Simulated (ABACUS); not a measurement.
Crystal: Ba2Tl5V3O12.

```
Tl Ba V O
1.0
     8.15421    0.00000    0.00000
    -4.07711    7.06176    0.00000
     0.00000    0.00000    6.92128
Tl Ba V O
5 2 3 12
Direct
  0.50000 0.00000 0.50000
  0.00000 0.50000 0.50000
  0.50000 0.50000 0.50000
  0.33333 0.66667 0.22489
  0.66667 0.33333 0.77511
  0.00000 0.00000 0.23552
  0.00000 0.00000 0.76448
  0.50000 0.00000 0.00000
  0.00000 0.50000 0.00000
  0.50000 0.50000 0.00000
  0.33890 0.34334 0.81444
  0.65666 0.99556 0.81444
  0.00444 0.66110 0.81444
  0.34334 0.33890 0.18556
  0.99556 0.65666 0.18556
  0.66110 0.00444 0.18556
  0.66110 0.65666 0.18556
  0.34334 0.00444 0.18556
  0.99556 0.33890 0.18556
  0.65666 0.66110 0.81444
  0.00444 0.34334 0.81444
  0.33890 0.99556 0.81444
```

The cell was built by a generator and needn't be a form met in nature.

Base run:

| Quantity | Value |
| --- | --- |
| Program | ABACUS 3.10.1 |
| Functional | WC |
| Potentials or basis | SG15 ONCV 1.2 PBE |
| Cutoff | 1361 eV |
| Density cutoff | 5442 eV |
| Basis | DZP LCAO (the cutoffs set its grid) |
| k mesh | 3 × 3 × 3 |
| Occupations | fermi-dirac, width 0.05 eV |
| Spin | collinear spin, ferromagnetic start |
| Starting moments | [0.0, 0.0, 0.0, 0.0, 0.0, 0.0, 0.0, 2.0, 2.0, 2.0, 0.0, 0.0, 0.0, 0.0, 0.0, 0.0, 0.0, 0.0, 0.0, 0.0, 0.0, 0.0] μB |

Its results: band gap on the k mesh none (metal or under the smearing width); pressure -11.1 GPa; net moment 0.00 μB per cell; largest force 0.460 eV/Å.

**Question.** The run is repeated on the same cell with these changes: functional from WC to LDA. What comes out?

**Answer.** Band gap on the k mesh none (metal or under the smearing width); pressure -4.5 GPa; net moment 0.00 μB per cell; largest force 0.185 eV/Å.

Caveats: the atomic orbitals were generated for these runs and aren't a published set; the potentials were made for another functional, which shifts forces and pressure; the basis of atomic orbitals isn't converged, which shifts pressures, moduli and gaps; semilocal functionals often make such compounds metallic where correlation or magnetic order opens a gap, which also shifts bond lengths.

Not every run made on this cell is shown here.
